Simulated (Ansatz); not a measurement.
# Ge2H3 (doublet): wave-function methods side by side at a displaced geometry (v1), cc-pVDZ

One table from this session's results is given with a row withheld; the runs are named, their logs left out.

Computed with Ansatz 0.2.0, Gaussian basis. Level: cc-pVDZ, core rule «outside noble gas», up to 28 orbitals frozen.

To be run: UHF; CCSD(T) on ROHF; CCSD(T) on UHF; BCCD(T) on ROHF; CISD; CCSDT(Q) on ROHF; CCSDT(Q) on UHF.

15 further runs of the same task are left out: 6 that didn't finish, 9 set aside as unsound or not needed.

### The geometry

The geometry is a PBE0/def2-TZVP stationary point (not a proven minimum) with its atoms shifted at random (size 0.040 Å). No spin-orbit coupling is included. The filled d shell of Ge may be among the frozen orbitals whatever the setting's name suggests; the logs give the count.

5 atoms, charge 0, spin multiplicity 2.

Atoms are counted from 1 here; the program's logs count them from 0.

Bond lengths: Ge1–Ge2 2.417 Å, Ge1–H3 1.550 Å, Ge1–H4 1.552 Å, Ge2–H5 1.611 Å. Angles: Ge2–Ge1–H3 127.8°, Ge2–Ge1–H4 122.3°, H3–Ge1–H4 109.9°, Ge1–Ge2–H5 89.4°.

Set-up of the first run:

in.yaml reads:

```yaml
crystal:
  periodic: [false, false, false]
  atoms:
    - {symbol: Ge, position_ang: [0.001132, 0.020955, 1.187741]}
    - {symbol: Ge, position_ang: [0.000299, -0.042711, -1.228013]}
    - {symbol: H, position_ang: [0.048263, 1.270237, 2.104542]}
    - {symbol: H, position_ang: [-0.054514, -1.267118, 2.051153]}
    - {symbol: H, position_ang: [-0.096898, 1.564826, -1.253412]}
basis:
  gaussian: {orbitals: cc-pVDZ}
magnetization: {spin_polarized: true, initial_magnetization: 1}
hamiltonian: {xc: hf}
output: {orbitals: {seedname: orbitals}}
```

Command:

```bash
ansatz run in.yaml --threads 1 --pin off --events-out ev --progress --plain --max-ram 2393MiB
```

Among the steps run: UHF; CCSD(T) on ROHF; CCSD(T) on UHF; BCCD(T) on ROHF; CISD; CCSDT(Q) on ROHF; CCSDT(Q) on UHF.

One table of the session follows, with a row left open; its other results are not shown here.

```
   method  from UCCSDT(Q) (meV)
     ROHF               +5767.7
      UHF                     ?
     RMP2               +1290.3
     UMP2               +1306.9
     CISD                +697.5
    RCCSD                +219.3
    UCCSD                +215.4
 RCCSD(T)                 +47.8
 UCCSD(T)                 +46.6
  BCCD(T)                 +46.8
   RCCSDT                 +11.2
   UCCSDT                  +9.3
RCCSDT(Q)                  +2.1
UCCSDT(Q)                     0
```

**Question.** Estimate the row for UHF.

As computed: from UCCSDT(Q) (meV): +5696.6. In the column «from UCCSDT(Q) (meV)» it lies between UMP2 (+1306.9) and ROHF (+5767.7).

To keep in mind: Restricted and unrestricted rows rest on different reference determinants; where their highest levels disagree by more than a few hundredths of an eV, they describe different states and don't form one ladder.
